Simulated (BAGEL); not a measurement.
# doublet CH5AlOS+: levels of theory compared

Wanted: a comparison of 4 runs (UHF/3-21G, ROHF/6-31G*, ROHF/cc-pVDZ, UHF/cc-pVDZ) of doublet CH5AlOS+. 

Program for the calculation: BAGEL 1.2.2.

## 1. The system as given

CH5AlOS+: 9 atoms, total charge +1, spin state doublet. SMILES of the parent species: `[CH3][Al]([OH])[SH]`. The coordinates come from a PBE0-D4/def2-TZVP relaxation. This is one conformer, not always the lowest. That shape belongs to the parent species and isn't relaxed for this state.

Bond lengths: C1–Al2 1.937 Å, Al2–O3 1.694 Å, Al2–S4 2.192 Å, C1–H5 1.094 Å, C1–H6 1.094 Å, C1–H7 1.092 Å, O3–H8 0.955 Å, S4–H9 1.344 Å. Some angles: C1–Al2–O3 119.7°, C1–Al2–S4 123.0°, O3–Al2–S4 117.4°, Al2–C1–H5 111.2°, Al2–C1–H6 111.3°, Al2–C1–H7 111.0°, Al2–O3–H8 124.5°, Al2–S4–H9 92.9°, H5–C1–H6 107.0°, H5–C1–H7 108.1°.

## 2. The energy at UHF/3-21G (density fitting with qzvpp-jkfit) (run 1)

Contents of hf.json:

```json
{ "bagel" : [

{
  "title" : "molecule",
  "basis" : "3-21g",
  "df_basis" : "qzvpp-jkfit",
  "angstrom" : true,
  "geometry" : [
    { "atom" : "C", "xyz" : [      -0.068100,       0.820400,      -1.117800 ] },
    { "atom" : "Al", "xyz" : [       0.233100,      -0.407800,       0.349600 ] },
    { "atom" : "O", "xyz" : [       1.608100,      -1.396500,       0.346400 ] },
    { "atom" : "S", "xyz" : [      -1.137500,      -0.593400,       2.050300 ] },
    { "atom" : "H", "xyz" : [      -1.009200,       0.601800,      -1.630500 ] },
    { "atom" : "H", "xyz" : [      -0.128400,       1.853800,      -0.764400 ] },
    { "atom" : "H", "xyz" : [       0.739400,       0.759000,      -1.850700 ] },
    { "atom" : "H", "xyz" : [       1.824100,      -2.025500,       1.032100 ] },
    { "atom" : "H", "xyz" : [      -1.973200,       0.342000,       1.567800 ] }
  ]
},

{ "title" : "uhf", "charge" : 1, "nopen" : 1 },

{ "title" : "print", "file" : "orbitals.molden", "orbitals" : true }

]}
```

Command:

```
$ BAGEL_NUM_THREADS=1 BAGEL hf.json > hf.out
```

Output:

```text
* using 1 threads per process

  ===============================================================
  ===============================================================

  *** Geometry ***

  { "atom" : "C", "xyz" : [     -0.128690,      1.550331,     -2.112336 ] },
  { "atom" : "Al", "xyz" : [      0.440495,     -0.770630,      0.660648 ] },
  { "atom" : "O", "xyz" : [      3.038869,     -2.639003,      0.654601 ] },
  { "atom" : "S", "xyz" : [     -2.149563,     -1.121363,      3.874505 ] },
  { "atom" : "H", "xyz" : [     -1.907112,      1.137237,     -3.081198 ] },
  { "atom" : "H", "xyz" : [     -0.242641,      3.503174,     -1.444507 ] },
  { "atom" : "H", "xyz" : [      1.397263,      1.434302,     -3.497316 ] },
  { "atom" : "H", "xyz" : [      3.447049,     -3.827640,      1.950386 ] },
  { "atom" : "H", "xyz" : [     -3.728808,      0.646286,      2.962713 ] },

  Number of auxiliary basis functions:      498

  Since a DF basis is specified, we compute 2- and 3-index integrals:
    o Being stored without compression. Storage requirement is 0.012 GB

  Number of basis functions:       54
  Number of electrons      :       48

    * METHOD: MOLECULE                             0.16

  *** Open-shell HF ***

  === Nuclear Repulsion ===
   196.3041015270

      * DIIS with orbital gradients will be used.

  === UHF iteration (3-21g) ===
      0       -750.73181653          0.05633243           0.08
      1       -750.85680712          0.03900873           0.08
      2       -750.89960230          0.02731198           0.08
      3       -750.93351408          0.00131926           0.08
      4       -750.93389430          0.00053595           0.08
      5       -750.93397232          0.00016325           0.08
      6       -750.93399641          0.00006041           0.08
      7       -750.93400396          0.00001773           0.08
      8       -750.93400585          0.00000608           0.08
      9       -750.93400638          0.00000287           0.08
     10       -750.93400659          0.00000142           0.08
     11       -750.93400666          0.00000079           0.08
     12       -750.93400669          0.00000038           0.08
     13       -750.93400670          0.00000017           0.08
     14       -750.93400670          0.00000007           0.08
     15       -750.93400670          0.00000003           0.08
     16       -750.93400670          0.00000001           0.08
     17       -750.93400670          0.00000001           0.08
    * SCF iteration converged.

    * S^2 (UHF) is 0.7547

    * Permanent dipole moment:
           (    1.505698,    -0.269732,    -1.181942) a.u.

    * METHOD: UHF                                  1.57

    * METHOD: PRINT                                0.01

  ===============================================================
```

Wall time 1.9 s (1 thread of Arm Neoverse V2, shared host).

## 3. A single-point energy at ROHF/6-31G(d) (density fitting with qzvpp-jkfit, spherical functions) (run 2)

Contents of input.json:

```json
{ "bagel": [

{
  "title": "molecule",
  "basis": "6-31gs.json",
  "df_basis": "qzvpp-jkfit",
  "angstrom": "true",
  "geometry": [
    { "atom": "C", "xyz": [      -0.068100,       0.820400,      -1.117800 ] },
    { "atom": "Al", "xyz": [       0.233100,      -0.407800,       0.349600 ] },
    { "atom": "O", "xyz": [       1.608100,      -1.396500,       0.346400 ] },
    { "atom": "S", "xyz": [      -1.137500,      -0.593400,       2.050300 ] },
    { "atom": "H", "xyz": [      -1.009200,       0.601800,      -1.630500 ] },
    { "atom": "H", "xyz": [      -0.128400,       1.853800,      -0.764400 ] },
    { "atom": "H", "xyz": [       0.739400,       0.759000,      -1.850700 ] },
    { "atom": "H", "xyz": [       1.824100,      -2.025500,       1.032100 ] },
    { "atom": "H", "xyz": [      -1.973200,       0.342000,       1.567800 ] }
  ]
},

{ "title": "rohf", "charge": 1, "nopen": 1 },

{ "title": "print", "file": "orbitals.molden", "orbitals": "true" }

]}
```

The basis set 6-31G* is read from a file made from the Basis Set Exchange's data (not shown).

Command:

```
$ BAGEL_NUM_THREADS=1 BAGEL input.json > input.out
```

Output:

```text
* using 1 threads per process

  ===============================================================
  ===============================================================

  *** Geometry ***

  { "atom" : "C", "xyz" : [     -0.128690,      1.550331,     -2.112336 ] },
  { "atom" : "Al", "xyz" : [      0.440495,     -0.770630,      0.660648 ] },
  { "atom" : "O", "xyz" : [      3.038869,     -2.639003,      0.654601 ] },
  { "atom" : "S", "xyz" : [     -2.149563,     -1.121363,      3.874505 ] },
  { "atom" : "H", "xyz" : [     -1.907112,      1.137237,     -3.081198 ] },
  { "atom" : "H", "xyz" : [     -0.242641,      3.503174,     -1.444507 ] },
  { "atom" : "H", "xyz" : [      1.397263,      1.434302,     -3.497316 ] },
  { "atom" : "H", "xyz" : [      3.447049,     -3.827640,      1.950386 ] },
  { "atom" : "H", "xyz" : [     -3.728808,      0.646286,      2.962713 ] },

  Number of auxiliary basis functions:      498

  Since a DF basis is specified, we compute 2- and 3-index integrals:
    o Being stored without compression. Storage requirement is 0.022 GB

  Number of basis functions:       74
  Number of electrons      :       48

    * METHOD: MOLECULE                             0.22

  *** Open-shell HF ***

  === Nuclear Repulsion ===
   196.3041015270

      * DIIS with orbital gradients will be used.

  === ROHF iteration (6-31gs.json) ===
      0       -754.54538979          0.04867717           0.12
      1       -754.70259983          0.03504576           0.12
      2       -754.76718951          0.02456015           0.12
      3       -754.82512008          0.00134675           0.12
      4       -754.82566537          0.00054195           0.12
      5       -754.82575266          0.00012796           0.12
      6       -754.82576310          0.00004281           0.12
      7       -754.82576485          0.00001264           0.12
      8       -754.82576524          0.00000367           0.12
      9       -754.82576530          0.00000173           0.11
     10       -754.82576530          0.00000055           0.12
     11       -754.82576529          0.00000013           0.12
     12       -754.82576529          0.00000004           0.12
     13       -754.82576529          0.00000002           0.12
     14       -754.82576529          0.00000001           0.12
    * SCF iteration converged.

    * S^2 (ROHF) is 0.7500

    * Permanent dipole moment:
           (    1.596599,    -0.167254,    -1.425611) a.u.

    * METHOD: ROHF                                 1.93

    * METHOD: PRINT                                0.01

  ===============================================================
```

Wall time 2.3 s (1 thread of Arm Neoverse V2, shared host); peak memory 0.11 GiB.

Run 3 isn't shown in full; the table further down has it.

## 4. A single-point energy at UHF/cc-pVDZ (density fitting with qzvpp-jkfit) (run 4)

Changes to input.json since step 3:

```diff
@@ -4,5 +4,5 @@
   "title": "molecule",
-  "basis": "6-31gs.json",
+  "basis": "cc-pvdz.json",
   "df_basis": "qzvpp-jkfit",
-  "angstrom": "true",
+  "angstrom": true,
   "geometry": [
@@ -20,5 +20,13 @@
 
-{ "title": "rohf", "charge": 1, "nopen": 1 },
+{
+  "title": "uhf",
+  "charge": 1,
+  "nopen": 1
+},
 
-{ "title": "print", "file": "orbitals.molden", "orbitals": "true" }
+{
+  "title": "print",
+  "file": "orbitals.molden",
+  "orbitals": true
+}
```

The basis set cc-pVDZ is read from a file made from the Basis Set Exchange's data (not shown).

Command:

```
$ BAGEL_NUM_THREADS=1 BAGEL input.json > input.out
```

Output:

```text
* using 1 threads per process

  ===============================================================
  ===============================================================

  *** Geometry ***

  { "atom" : "C", "xyz" : [     -0.128690,      1.550331,     -2.112336 ] },
  { "atom" : "Al", "xyz" : [      0.440495,     -0.770630,      0.660648 ] },
  { "atom" : "O", "xyz" : [      3.038869,     -2.639003,      0.654601 ] },
  { "atom" : "S", "xyz" : [     -2.149563,     -1.121363,      3.874505 ] },
  { "atom" : "H", "xyz" : [     -1.907112,      1.137237,     -3.081198 ] },
  { "atom" : "H", "xyz" : [     -0.242641,      3.503174,     -1.444507 ] },
  { "atom" : "H", "xyz" : [      1.397263,      1.434302,     -3.497316 ] },
  { "atom" : "H", "xyz" : [      3.447049,     -3.827640,      1.950386 ] },
  { "atom" : "H", "xyz" : [     -3.728808,      0.646286,      2.962713 ] },

  Number of auxiliary basis functions:      498

  Since a DF basis is specified, we compute 2- and 3-index integrals:
    o Being stored without compression. Storage requirement is 0.032 GB

  Number of basis functions:       89
  Number of electrons      :       48

    * METHOD: MOLECULE                             0.22

  *** Open-shell HF ***

  === Nuclear Repulsion ===
   196.3041015270

      * DIIS with orbital gradients will be used.

  === UHF iteration (cc-pvdz.json) ===
      0       -754.55291810          0.03811428           0.15
      1       -754.73138694          0.02913495           0.15
      2       -754.80962907          0.01861500           0.15
      3       -754.87993299          0.00158463           0.15
      4       -754.88085606          0.00065056           0.15
      5       -754.88100434          0.00014691           0.14
      6       -754.88102573          0.00005317           0.15
      7       -754.88103165          0.00001685           0.15
      8       -754.88103351          0.00000478           0.15
      9       -754.88103394          0.00000258           0.15
     10       -754.88103412          0.00000145           0.15
     11       -754.88103422          0.00000061           0.15
     12       -754.88103425          0.00000029           0.15
     13       -754.88103426          0.00000012           0.15
     14       -754.88103426          0.00000006           0.15
     15       -754.88103426          0.00000002           0.15
     16       -754.88103426          0.00000001           0.14
     17       -754.88103426          0.00000001           0.14
    * SCF iteration converged.

    * S^2 (UHF) is 0.7597

    * Permanent dipole moment:
           (    1.615524,    -0.198096,    -1.400486) a.u.

    * METHOD: UHF                                  2.83

    * METHOD: PRINT                                0.01

  ===============================================================
```

It took 3.3 s on 1 thread of Arm Neoverse V2, shared host; peak memory 0.13 GiB.

## 5. All runs side by side

```csv
run,level,energy (Eh),⟨S²⟩,wall time
1,UHF/3-21G (density fitting with qzvpp-jkfit),-750.934007,0.755,1.9 s
2,"ROHF/6-31G* (density fitting with qzvpp-jkfit, spherical functions)",-754.825765,0.750,2.3 s
3,ROHF/cc-pVDZ (density fitting with qzvpp-jkfit),-754.876640,0.750,2.8 s
4,UHF/cc-pVDZ (density fitting with qzvpp-jkfit),-754.881034,0.760,3.3 s
```

## 6. Outcome

```
           quantity          value
run 4: total energy  -754.88103 Eh
        run 4: ⟨S²⟩          0.760
```

Over the runs the total energy spans 107.404 eV. All runs together took 10 s, the longest 3.3 s.
